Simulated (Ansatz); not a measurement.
# NiMoIrPdW (P3m1) in Ansatz: notebook

One crystal, NiMoIrPdW, is run at these levels: r2SCAN+D4, revPBE, B3LYP; tasks: relaxation of cell and atoms, single point.

All numbers are computed with Ansatz 0.2.0; they aren't measurements. Logs are shortened: lines on timing, memory, paths and dates and some standing lists are left out, and cuts for length are marked.

### 1 The crystal as given

Symmetry: P3m1, No. 156, trigonal system. Conventional cell: a = 2.770 Å, b = 2.770 Å, c = 21.881 Å, α = 90.00°, β = 90.00°, γ = 120.00°. Ni (site symmetry 3m) is surrounded by 9 Ni at 2.52 to 2.77 Å and 3 W at 2.57 Å. Around Ni (site symmetry 3m) lie 9 Ni at 2.52 to 2.77 Å and 3 Ir at 2.62 Å. Mo (site symmetry 3m) is surrounded by 3 Ir at 2.76 Å and 6 Mo at 2.77 Å and 3 Pd at 2.80 Å. Mo (site symmetry 3m) is surrounded by 3 Ir at 2.66 Å and 6 Mo at 2.77 Å and 3 Pd at 2.82 Å. Pd (site symmetry 3m) is surrounded by 6 Pd at 2.77 Å and 3 W at 2.79 Å and 3 Mo at 2.80 Å. Pd (site symmetry 3m) has 6 Pd at 2.77 Å and 3 W at 2.80 Å and 3 Mo at 2.82 Å as nearest neighbours. Around Ir (site symmetry 3m) lie 3 Mo at 2.76 Å and 6 Ir at 2.77 Å and 3 W at 2.77 Å. Ir (site symmetry 3m) is surrounded by 3 Ni at 2.62 Å and 3 Mo at 2.66 Å and 6 Ir at 2.77 Å.

The cell was built by a generator and needn't be a form met in nature.

### 2 Relaxation of cell and atoms, r2SCAN+D4, collinear spin, ferromagnetic start

Contents of input.yaml:

```yaml
crystal:
  lattice:
    - [2.77046, 0.0, 0.0]
    - [-1.38523, 2.39928, 0.0]
    - [0.0, 0.0, 21.88122]
  atoms:
    - { symbol: Ni, position: [0.33333, 0.66667, 0.04433], spin: 1.0 }
    - { symbol: Ni, position: [0.66667, 0.33333, 0.95562], spin: 1.0 }
    - { symbol: Mo, position: [0.66667, 0.33333, 0.3427], spin: 1.0 }
    - { symbol: Mo, position: [0.66667, 0.33333, 0.7632], spin: 1.0 }
    - { symbol: Pd, position: [0.33333, 0.66667, 0.44768] }
    - { symbol: Pd, position: [0.33333, 0.66667, 0.65723] }
    - { symbol: Ir, position: [0.33333, 0.66667, 0.23988], spin: 0.6 }
    - { symbol: Ir, position: [0.33333, 0.66667, 0.8605], spin: 0.6 }
    - { symbol: W, position: [0.66667, 0.33333, 0.13646] }
    - { symbol: W, position: [0.66667, 0.33333, 0.5524] }
hamiltonian:
  xc: r2scan
  pseudopotentials: { kind: paw }
  dispersion: d4
magnetization:
  spin_polarized: true
kpoints:
  mp_grid: { grid: [8, 8, 1] }
scf:
  occupations: { method: fermi_dirac, width: 0.05 }
output:
  forces: true
  stress: true
  eigenvalues: true
  write_density: true
  write_potential: true
  elf: true
  volumetric_format: npy
relax:
  f_tol: 0.01
  max_steps: 40
  cell: { stress_tol: 0.05 }
```

Potentials or basis: Ansatz PAW.

Run with:

```
> ansatz run input.yaml --threads 8 --pin off --max-ram 20480MiB --backend cpu --events-out ev --progress --plain --runs-dir out
```

What it wrote:

```text
Warning: the atoms were moved onto the symmetric positions of the space group found under crystal.symmetry.tolerance 1.0e-5 (fractional; no operation is sought that the atoms, as they stand in a round, miss by more than twice it, and no atom is moved by as much as it), and the run uses the moved positions. Before a round's move an operation carried an atom to 2.77e-5 Å from where it should land, the largest such distance. Atom 0 (counting from 0) moved farthest, by 1.60e-5 Å; the longest move in fractions of the cell, of whichever atom, is 0.47 of the tolerance, in 1 round. To run the atoms as typed, lower crystal.symmetry.tolerance until the operations that they miss are no longer found, or set crystal.symmetry.detect: false (a key that needs symmetry detection or time reversal refuses this as the deck is read). The positions used, in the order of the run's atom list: position: [0.3333333333333333, 0.6666666666666666, 0.04433]; position: [0.6666666666666666, 0.3333333333333333, 0.95562]; position: [0.6666666666666666, 0.3333333333333333, 0.3427]; position: [0.6666666666666666, 0.3333333333333333, 0.7632]; position: [0.3333333333333333, 0.6666666666666666, 0.44768]; position: [0.3333333333333333, 0.6666666666666666, 0.65723]; position: [0.3333333333333333, 0.6666666666666666, 0.23988]; position: [0.3333333333333333, 0.6666666666666666, 0.8605]; position: [0.6666666666666666, 0.3333333333333333, 0.13646]; position: [0.6666666666666666, 0.3333333333333333, 0.5524]; The lattice was moved too: crystal.lattice keeps the space group found at crystal.symmetry.tolerance 1.0e-5 only nearly: the operation that it misses by the most changes a squared length by the fraction 6.31e-6. The run uses the lattice that is a stretch of the typed one, with no rotation, onto the one that keeps every operation to a double's rounding (on a very oblique basis the stretch itself rounds by more); the deck's lattice vector that moved farthest moved by 5.05e-6 Å. To run the lattice as typed, set crystal.symmetry.tolerance under 6.30e-6, the least fraction by which an operation that the lattice misses changes a squared length (the same key also sets how far an atom may lie from its image, so lowering it can lose operations that the atoms keep only within it), or set crystal.symmetry.detect: false, as for the atoms. crystal.lattice made exact, in Å and degrees: [[2.770454953865881, 0.0, 0.0], [-1.3852274769329405, 2.399284370088298, 0.0], [0.0, 0.0, 21.88122]]. Pasted over the deck's crystal.lattice, beside positions in fractional coordinates, it runs the same cell (given as lengths and angles, that cell in the form's own orientation, a rigid turn of the misfit's size from the one run here, for which a checkpoint.post_process_only pass over this run's state can be refused: where this run relaxes nothing, give such a pass this deck's own crystal.lattice, as typed; behind a relaxation, as crystal.lattice, the state's own cell, identity.cell in its checkpoint.json), and a matrix so pasted ends this notice, except on a very skew basis of the lattice, where the rounding of the pasted numbers themselves can read as a misfit: the cell is then moved again, and that move is told again. The lattice as run is in this notice's lattice.as_run_ang field (Run.prep()["deck_notices"] in Python, the deck_notice line of an events file, deck_notices of ansatz run --dry-run=json, or deck_notices in record.json in the deck's checkpoint.write directory).
Warning: RAYON_NUM_THREADS=8 ignored (pool sized by the plan → 8); use --threads N
Engine: ansatz 0.2.0, aarch64-unknown-linux-gnu
Pseudopotentials: kind: paw
Pseudopotential: Ni, paw, valence charge 18, recommended cutoff 500 eV (meta_gga), Ni.paw.azcp
Pseudopotential: Mo, paw, valence charge 14, recommended cutoff 500 eV (meta_gga), Mo.paw.azcp
Pseudopotential: Pd, paw, valence charge 18, recommended cutoff 500 eV (meta_gga), Pd.paw.azcp
Pseudopotential: Ir, paw, valence charge 17, recommended cutoff 500 eV (meta_gga), Ir.paw.azcp
[... 306 lines left out ...]
  k-point 9 ↓: bands = ["-84.8235", "-84.4572", "-72.9443", "-72.8802", "-65.7322", "-65.7016", "-54.0159", "-53.8781", "-43.8712", "-43.7100", "-43.6924", "-43.4497", "-43.3724", "-43.3574", "-41.0525", "-41.0426", "-30.7512", "-30.7159", "-30.6854", "-30.6569", "-30.5933", "-30.5649", "-29.4794", "-29.3882", "-29.3230", "-29.2310", "-29.1127", "-29.0974", "-18.1357", "-18.0440", "-17.7774", "-17.7219", "-17.6831", "-17.5719", "-15.0048", "-14.9829", "-14.6294", "-14.6081", "-14.5128", "-14.4910", "15.8665", "15.9174", "16.0844", "16.2120", "16.3402", "16.4630", "16.6929", "16.8488", "16.9268", "17.0460", "17.1487", "17.1767", "17.2409", "17.2868", "17.4806", "17.5314", "17.8300", "17.9933", "18.1712", "18.2235", "18.3118", "18.4091", "18.7310", "19.1449", "19.3877", "19.5192", "19.5974", "19.7327", "19.7687", "19.9195", "20.5832", "20.6969", "20.9161", "20.9630", "21.0630", "21.3822", "21.4584", "21.7150", "22.0127", "22.1299", "22.2482", "22.4479", "22.7159", "22.9752", "23.2559", "23.3328", "23.5404", "23.8673", "24.0033", "24.3835", "25.2997", "26.3236", "27.6780", "27.8660", "27.9357", "28.0865", "28.4750", "28.8242", "29.1090", "29.5174", "29.7605"]
--- Relaxed structure (5 steps of the walk, 4 accepted, 1 SCFs on fresh bases) ---
  F+E_penalty+E_count = -80290.94109237 eV   max|allowed force component| = 6.966e-3 eV/Å   (the final SCF, on the basis selected at the relaxed cell)
  cell:  # Å, volume = 141.4534 Å³
    - [2.7408825703501396, -2.188796071481436e-18, 3.492306486974491e-18]
    - [-1.3704412851750698, 2.3736739347132096, -1.74615324348725e-18]
    - [2.758244686212476e-17, -5.542521856689251e-32, 21.742123572959176]
  atoms:
    - { symbol: Ni, position: [0.3333333333333333, 0.6666666666666666, 0.043715479936170386] }
    - { symbol: Ni, position: [0.6666666666666666, 0.3333333333333333, 0.9564609497767326] }
    - { symbol: Mo, position: [0.6666666666666666, 0.3333333333333333, 0.34188702332281384] }
    - { symbol: Mo, position: [0.6666666666666666, 0.3333333333333333, 0.7635748345744547] }
    - { symbol: Pd, position: [0.3333333333333333, 0.6666666666666666, 0.4473002237728623] }
    - { symbol: Pd, position: [0.3333333333333333, 0.6666666666666666, 0.6573369896362148] }
    - { symbol: Ir, position: [0.3333333333333333, 0.6666666666666666, 0.23923381101628605] }
    - { symbol: Ir, position: [0.3333333333333333, 0.6666666666666666, 0.8617648113033597] }
    - { symbol: W, position: [0.6666666666666666, 0.3333333333333333, 0.1363073638275968] }
    - { symbol: W, position: [0.6666666666666666, 0.3333333333333333, 0.5524185128335081] }
```

rho_z.tsv:

```text
# z_ang	rho[e/angstrom^3]	rho_spin[e/angstrom^3]
# format = ansatz-planar-average/11
# lattice	2.740882570	-0.000000000	0.000000000
# lattice	-1.370441285	2.373673935	-0.000000000
# lattice	0.000000000	-0.000000000	21.742123573
# sites	10
# site	28	0.000000000	1.582449290	0.950467367
# site	28	1.370441285	0.791224645	20.795492163
# site	42	1.370441285	0.791224645	7.433349909
# site	42	1.370441285	0.791224645	16.601738411
# site	46	0.000000000	1.582449290	9.725256739
# site	46	0.000000000	1.582449290	14.291902058
# site	77	0.000000000	1.582449290	5.201451082
# site	77	0.000000000	1.582449290	18.736597018
# site	74	1.370441285	0.791224645	2.963611548
# site	74	1.370441285	0.791224645	12.010751570
0.000000	2.806201e-1	-3.049556e-3
0.135888	3.044983e-1	-2.214888e-3
0.271777	4.120070e-1	1.131770e-3
0.407665	6.838090e-1	7.664727e-3
0.543553	1.254110e0	1.888049e-2
0.679441	2.211985e0	3.846859e-2
[... 152 lines left out ...]
21.470347	4.237260e-1	1.840880e-3
21.606235	3.099501e-1	-1.972772e-3
```

Wall time 3 min (8 threads of Arm Neoverse V1, shared host); peak memory 1.4 GiB.

Results:

```yaml
Free_energy: -80290.9411 eV
Relaxed_volume: 14.15 Å³/atom
Relaxed_cell: a = 2.741 Å, b = 2.741 Å, c = 21.742 Å, α = 90.00°, β = 90.00°, γ = 120.00°
Space_group_after_relaxing_to_0.05_Å: P3m1 (No. 156)
Energy_gained_by_relaxing: 9.7 meV/atom
Ionic_steps: 5
Pressure_after_relaxing: 0.0 GPa
Largest_force_after_relaxing: 0.007 eV/Å
Band_gap_on_the_k_mesh: none (metal or under the smearing width)
Net_moment: 0.61 μB per cell
Absolute_moment: 1.01 μB per cell
Site_moments: Ni +0.34, +0.42; Mo +0.00, -0.04; Pd -0.00; Ir -0.00; W +0.01, -0.01 μB
```

Forces on the atoms (eV/Å):
```
Ni   0.000  0.000  0.001
Ni   0.000  0.000 -0.007
Mo   0.000  0.000 -0.001
Mo   0.000  0.000  0.005
Pd   0.000  0.000  0.000
Pd   0.000  0.000 -0.003
Ir   0.000  0.000 -0.002
Ir   0.000  0.000  0.007
W    0.000  0.000 -0.004
W    0.000  0.000  0.004
```

Step by step:
| step | energy change (eV) | largest force (eV/Å) | volume (Å³) |
| --- | --- | --- | --- |
| 1 | 0.0000 | 0.2410 | 145.45 |
| 2 | -0.0954 | 0.1355 | 142.01 |
| 3 | -0.0987 | 0.1215 | 141.53 |
| 4 | -0.1007 | 0.0071 | 141.45 |
| 5 | -0.0971 | 0.0070 | 141.45 |

Final structure:
```yaml
crystal:
  lattice:
    - [2.74088, 0.00000, 0.00000]
    - [-1.37044, 2.37367, 0.00000]
    - [0.00000, 0.00000, 21.74212]
  atoms:
    - { symbol: Ni, position: [0.33333, 0.66667, 0.04372] }
    - { symbol: Ni, position: [0.66667, 0.33333, 0.95646] }
    - { symbol: Mo, position: [0.66667, 0.33333, 0.34189] }
    - { symbol: Mo, position: [0.66667, 0.33333, 0.76357] }
    - { symbol: Pd, position: [0.33333, 0.66667, 0.44730] }
    - { symbol: Pd, position: [0.33333, 0.66667, 0.65734] }
    - { symbol: Ir, position: [0.33333, 0.66667, 0.23923] }
    - { symbol: Ir, position: [0.33333, 0.66667, 0.86176] }
    - { symbol: W, position: [0.66667, 0.33333, 0.13631] }
    - { symbol: W, position: [0.66667, 0.33333, 0.55242] }
```

Levels at points of the mesh, in eV from the Fermi level:
Spin up:
```
            k point  band 77  band 78  band 79  band 80  band 81  band 82  band 83  band 84  band 85  band 86
 (0.00, 0.00, 0.00)    -1.78    -1.31    -1.31    -0.92    -0.92    -0.78    -0.51    -0.43    -0.43    -0.13
(0.00, -0.50, 0.00)    -0.24    -0.16     0.28     1.02     1.08     1.30     1.52     1.63     1.71     2.01
```
Spin down:
| k point | band 77 | band 78 | band 79 | band 80 | band 81 | band 82 | band 83 | band 84 |
| --- | --- | --- | --- | --- | --- | --- | --- | --- |
| (0.00, 0.00, 0.00) | -1.24 | -0.98 | -0.98 | -0.72 | -0.62 | -0.62 | -0.52 | -0.37 |
| (0.00, -0.50, 0.00) | -0.10 | -0.03 | 0.59 | 1.02 | 1.07 | 1.48 | 1.52 | 1.64 |

Caveat: the magnetic or orbital state may not be the lowest; the plane-wave basis is chosen anew once the cell has moved, so the energies of steps on either side of that aren't comparable; pairwise dispersion overbinds metals, which lowers pressure and volume; the PAW data sets come from PBE, with cores solved anew for the run's functional, which leaves a small shift of forces and pressure.

(Part 1 of 2 ends here.)
